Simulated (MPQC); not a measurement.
**One shape, several levels: GaHCl (SMILES [Cl][GaH])**

Wanted: a comparison of 3 runs (UHF/3-21G, UHF/def2-SVP, UPBE0/def2-SVP) of GaHCl. 

The results are computed with MPQC 2.3.1.

4 further runs of the same task are left out: 4 that didn't finish.

**1. The structure to begin with**

GaHCl has 3 atoms, charge 0, and is taken as a doublet. As SMILES, `[Cl][GaH]`. The shape is that of a PBE0-D4/def2-TZVP optimisation.

Bond lengths: Cl1–Ga2 2.168 Å, Ga2–H3 1.604 Å. Angles: Cl1–Ga2–H3 115.5°.

**2. Energy and forces at UHF/3-21G (run 1)**

Input file input.in:

```
% ClGaH
molecule<Molecule>: (
    symmetry = c1
    unit = angstrom
    { atoms geometry } = {
        Cl [ 1.530700 -0.191300 0.805700 ]
        Ga [ -0.331100 -0.583500 -0.232800 ]
        H  [ -1.210500 0.710000 -0.586300 ]
    }
)
basis<GaussianBasisSet>: (
    name = "3-21G"
    molecule = $:molecule
    basisdir = "."
    puream = yes
)
mpqc: (
    checkpoint = no
    savestate = no
    restart = no
    do_energy = yes
    do_gradient = yes
    optimize = no
    mole<UHF>: (
        molecule = $:molecule
        basis = $:basis
        total_charge = 0
        multiplicity = 2
        memory = 1000000000
        print_evals = yes
        maxiter = 120
        value_accuracy = 1e-08
        guess_wavefunction<UHF>: (
            molecule = $:molecule
            total_charge = 0
            multiplicity = 2
            memory = 1000000000
            value_accuracy = 1e-3
            basis<GaussianBasisSet>: (
                name = "STO-3G"
                molecule = $:molecule
            )
        )
    )
)
```

The basis set 3-21G is read from a file made from the Basis Set Exchange's data (not shown).

Run with:

```
$ mpqc -o input.out input.in
```

The program printed:

```text
MPQC: Massively Parallel Quantum Chemistry
[...]
  <S^2>      = 0.758459
  total scf energy = -2371.7329134209
[...]
Value of the MolecularEnergy: -2371.7329134209
  Gradient of the MolecularEnergy:
      1   -0.0231513177
      2   -0.0049565305
      3   -0.0129210273
      4    0.0241133007
      5    0.0037100300
      6    0.0133233346
      7   -0.0009619830
      8    0.0012465005
      9   -0.0004023073
  Function Parameters:
    value_accuracy    = 9.927527e-09 (1.000000e-08) (computed)
[...]
      symmetry = c1
[...]
      nbasis = 37
[...]
    nalpha = 25
    nbeta = 24
[...]
```

Wall time 0.87 s (1 thread of AMD EPYC 7B13 (Zen 3), shared host).

**3. Energy and forces at UHF/def2-SVP (run 2)**

Input file job.in:

```
% ClGaH
molecule<Molecule>: (
   symmetry = c1
   unit = angstrom
   { atoms geometry } = {
      Cl [ 1.530700 -0.191300 0.805700 ]
      Ga [ -0.331100 -0.583500 -0.232800 ]
      H  [ -1.210500 0.710000 -0.586300 ]
   }
)
basis<GaussianBasisSet>: (
   name = "def2-SVP"
   molecule = $:molecule
   basisdir = "."
   puream = yes
)
mpqc: (
   checkpoint = no
   savestate = no
   restart = no
   do_energy = yes
   do_gradient = yes
   optimize = no
   mole<UHF>: (
      molecule = $:molecule
      basis = $:basis
      total_charge = 0
      multiplicity = 2
      memory = 1000000000
      print_evals = yes
      maxiter = 120
      value_accuracy = 1e-08
      guess_wavefunction<UHF>: (
         molecule = $:molecule
         total_charge = 0
         multiplicity = 2
         memory = 1000000000
         value_accuracy = 1e-3
         basis<GaussianBasisSet>: (
            name = "3-21G"
            molecule = $:molecule
         )
      )
   )
)
```

The basis set def2-SVP is read from a file made from the Basis Set Exchange's data (not shown).

Run with:

```
$ mpqc job.in > job.out
```

The program printed:

```text
MPQC: Massively Parallel Quantum Chemistry
[...]
  <S^2>      = 0.760200
  total scf energy = -2382.9625723976
[...]
Value of the MolecularEnergy: -2382.9625723976
  Gradient of the MolecularEnergy:
      1   -0.0042944515
      2   -0.0006272588
      3   -0.0023696554
      4    0.0056925781
      5   -0.0020164489
      6    0.0028771611
      7   -0.0013981266
      8    0.0026437077
      9   -0.0005075056
  Function Parameters:
    value_accuracy    = 8.469825e-09 (1.000000e-08) (computed)
[...]
      symmetry = c1
[...]
      nbasis = 55
[...]
    nalpha = 25
    nbeta = 24
[...]
```

Run time: 4.5 s. Hardware: 1 thread of AMD EPYC 7B13 (Zen 3), shared host; peak memory 0.19 GiB.

**4. Energy and gradient at UPBE0/def2-SVP (run 3)**

Changes to job.in since step 3:

```diff
@@ -5,5 +5,5 @@
    { atoms geometry } = {
-      Cl [ 1.530700 -0.191300 0.805700 ]
-      Ga [ -0.331100 -0.583500 -0.232800 ]
-      H  [ -1.210500 0.710000 -0.586300 ]
+      Cl [ 1.530700    -0.191300     0.805700 ]
+      Ga [ -0.331100    -0.583500    -0.232800 ]
+      H  [ -1.210500     0.710000    -0.586300 ]
    }
@@ -23,3 +23,3 @@
    optimize = no
-   mole<UHF>: (
+   mole<UKS>: (
       molecule = $:molecule
@@ -32,2 +32,8 @@
       value_accuracy = 1e-08
+      functional<SumDenFunctional>: (
+         a0 = 0.25
+         coefs = [ 0.75 1 ]
+         funcs: [ <PBEXFunctional>: () <PBECFunctional>: () ]
+      )
+      integrator<RadialAngularIntegrator>: ( grid = xfine )
       guess_wavefunction<UHF>: (
@@ -39,3 +45,3 @@
          basis<GaussianBasisSet>: (
-            name = "3-21G"
+            name = "STO-3G"
             molecule = $:molecule
```

The basis set def2-SVP is read from a file made from the Basis Set Exchange's data (not shown).

Run with:

```
$ mpqc -o job.out job.in
```

The program printed:

```text
MPQC: Massively Parallel Quantum Chemistry
[...]
  WARNING: BeckeIntegrationWeight usually uses the atomic maximum
           probability radius, however this is not available for
[...]
  Integrated electron density error = -0.005462858793
  iter     1 energy = -2382.5338345712 delta = 2.65457e-01
[...]
  Integrated electron density error = 0.000000021153
  iter    25 energy = -2384.8665537259 delta = 6.20275e-08
  Integrated electron density error = 0.000000021154
  iter    26 energy = -2384.8665537258 delta = 2.68700e-08
  Integrated electron density error = 0.000000021154
  iter    27 energy = -2384.8665537258 delta = 1.24546e-08
[...]
  <S^2>      = 0.754322
  total scf energy = -2384.8665537258
[...]
  Integrated electron density error = 0.000000018997
  Total Gradient:
[...]
Value of the MolecularEnergy: -2384.8665537258
  Gradient of the MolecularEnergy:
      1   -0.0020999758
      2   -0.0004939890
      3   -0.0011350165
      4    0.0017051828
      5    0.0011362424
      6    0.0009819755
      7    0.0003947929
      8   -0.0006422534
      9    0.0001530410
  Unrestricted Kohn-Sham (UKS) Parameters:
    Function Parameters:
[...]
        symmetry = c1
[...]
        nbasis = 55
[...]
      nalpha = 25
      nbeta = 24
[...]
```

Wall time 44 s (1 thread of AMD EPYC 7B13 (Zen 3), shared host); peak memory 0.19 GiB.

**5. The series**

```csv
run,level,starting guess,integration grid,energy (Eh),⟨S²⟩,largest force (eV/Å),wall time
1,UHF/3-21G,STO-3G,–,-2371.732913,0.758,1.429,0.87 s
2,UHF/def2-SVP,3-21G,–,-2382.962572,0.760,0.344,4.5 s
3,UPBE0/def2-SVP,STO-3G,xfine,-2384.866554,0.754,0.125,44 s
```

**6. What came out**

```
                       quantity           value
            run 3: total energy  -2384.86655 Eh
                    run 3: ⟨S²⟩           0.754
run 3: largest force on an atom      0.125 eV/Å
```

All runs together took 50 s, the longest 44 s.
